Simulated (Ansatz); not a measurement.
Write a Python script for Ansatz 0.2.0, Python API that makes energies of removing a hydrogen of CH5AlF2Ge, SMILES [F][AlH][CH](F)[GeH3]. Level of theory (for the species named): PBE0, def2-SVP basis, multiplicity 1.

```csv
atom,x (Å),y (Å),z (Å)
F,-2.6160,-0.2521,0.9785
Al,-1.6820,0.5499,-0.3351
C,0.0526,-0.2263,-0.8418
F,-0.0179,-1.5151,-1.2701
Ge,1.2540,-0.2305,0.7098
H,-2.2092,1.8759,-1.0827
H,0.5716,0.3790,-1.6327
H,1.4924,1.2504,1.2106
H,2.6272,-0.8176,0.3849
H,0.6104,-1.0648,1.8814
```

Script `bde_ch5alf2ge.py`:
```python
"""X-H bond energies of CH5AlF2Ge without relaxation."""

import ansatz as az
from ase import Atoms


def energy(molecule, charge=0, unpaired=0):
    calc = molecule.calculation().basis(gaussian="def2-SVP").functional("pbe0")
    if charge:
        calc = calc.charge(charge)
    if unpaired:
        calc = calc.spin("collinear", total=unpaired)
    return calc.run(threads=1).report["free_energy_ev"]

def without(molecule, index):
    rest = az.Crystal.molecule()
    for i, site in enumerate(molecule.cartesian_sites):
        if i != index:
            rest = rest.atom(site.symbol, site.position_ang)
    return rest

atoms = Atoms(["F", "Al", "C", "F", "Ge", "H", "H", "H", "H", "H"], positions=[
    (-2.616, -0.2521, 0.9785),
    (-1.682, 0.5499, -0.3351),
    (0.0526, -0.2263, -0.8418),
    (-0.0179, -1.5151, -1.2701),
    (1.254, -0.2305, 0.7098),
    (-2.2092, 1.8759, -1.0827),
    (0.5716, 0.379, -1.6327),
    (1.4924, 1.2504, 1.2106),
    (2.6272, -0.8176, 0.3849),
    (0.6104, -1.0648, 1.8814),
])
geometry = az.Crystal.molecule_from_ase(atoms)

whole = energy(geometry, 0)
hydrogen = energy(az.Crystal.molecule().atom("H", (0, 0, 0)), 0, 1)
print(f"E(molecule) = {whole:.5f} eV, E(H) = {hydrogen:.5f} eV")
for index in [5, 6, 9]:
    radical = energy(without(geometry, index), 0, 1)
    print(f"H{index}: homolysis {96.485332 * (radical + hydrogen - whole):.1f} kJ/mol")
```

Output of `python bde_ch5alf2ge.py`:
```text
E(molecule) = -69636.98322 eV, E(H) = -13.61361 eV
H5: homolysis 342.3 kJ/mol
H6: homolysis 421.6 kJ/mol
H9: homolysis 360.9 kJ/mol
```

Notes:
- Total energies depend on the basis set; only differences at equal settings carry meaning.
- The geometry is a force-field or estimated start, not a minimum of this method, and the basis set is short of its limit. All parts are taken at fixed geometry, without zero-point energy.
- Wall time of the script: 33 s on 1 thread of Arm Neoverse V2, with other jobs on the host, peak memory 0.44 GiB.
